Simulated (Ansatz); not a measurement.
# TlOs3: the cost of one run

Computed with Ansatz 0.2.0 (DFT PBE, scalar-relativistic, plane waves, PAW, unless a step's input says otherwise).

## (1) The structure to begin with

It takes space group Pm-3m (No. 221, cubic). The conventional cell has a = 4.071 Å, b = 4.071 Å, c = 4.071 Å, α = 90.00°, β = 90.00°, γ = 90.00°. Tl (site symmetry m-3m) has 12 Os at 2.88 Å as nearest neighbours. Os (site symmetry 4/mmm) is surrounded by 4 Tl at 2.88 Å and 8 Os at 2.88 Å.

Coordinates:

```cif
data_structure
_symmetry_space_group_name_H-M 'P 1'
_symmetry_Int_Tables_number 1
_cell_length_a 4.0709
_cell_length_b 4.0709
_cell_length_c 4.0709
_cell_angle_alpha 90.000
_cell_angle_beta 90.000
_cell_angle_gamma 90.000
_cell_volume 67.46
loop_
_atom_site_label
_atom_site_type_symbol
_atom_site_fract_x
_atom_site_fract_y
_atom_site_fract_z
_atom_site_occupancy
Tl1 Tl 0.00000 0.00000 0.00000 1
Os1 Os 0.00000 0.50000 0.50000 1
Os2 Os 0.50000 0.00000 0.50000 1
Os3 Os 0.50000 0.50000 0.00000 1
```

(A quick probe on a coarse mesh, which set the mesh and smearing, is not shown.)

## (3) Rough relaxation on the coarse mesh

input.yaml reads:

```yaml
crystal:
  lattice:
    - [4.0708928315, 0.0, 0.0]
    - [0.0, 4.0708928315, 0.0]
    - [0.0, 0.0, 4.0708928315]
  atoms:
    - { symbol: Tl, position: [0.0, 0.0, 0.0] }
    - { symbol: Os, position: [0.0, 0.5, 0.5] }
    - { symbol: Os, position: [0.5, 0.0, 0.5] }
    - { symbol: Os, position: [0.5, 0.5, 0.0] }
basis:
  ecutwfc: 420
kpoints:
  mp_grid: { grid: [4, 4, 4] }
hamiltonian:
  xc: pbe
scf:
  occupations: { method: gaussian, width: 0.1 }
  lower_state_search: "off"
output:
  forces: true
  stress: true
  eigenvalues: true
relax:
  adjacent_minimum: "off"
  f_tol: 0.04
  max_steps: 70
  cell: { stress_tol: 0.4 }
```

Started as:

```sh
$ ansatz run input.yaml --threads 1 --pin off --max-ram 2560MiB --backend cpu --events-out ev --progress --plain --runs-dir out
```

What time and memory should one allow on 1 thread of AMD EPYC 7B13 (Zen 3), shared host?

About 5.8 s, with a peak of 0.39 GiB.
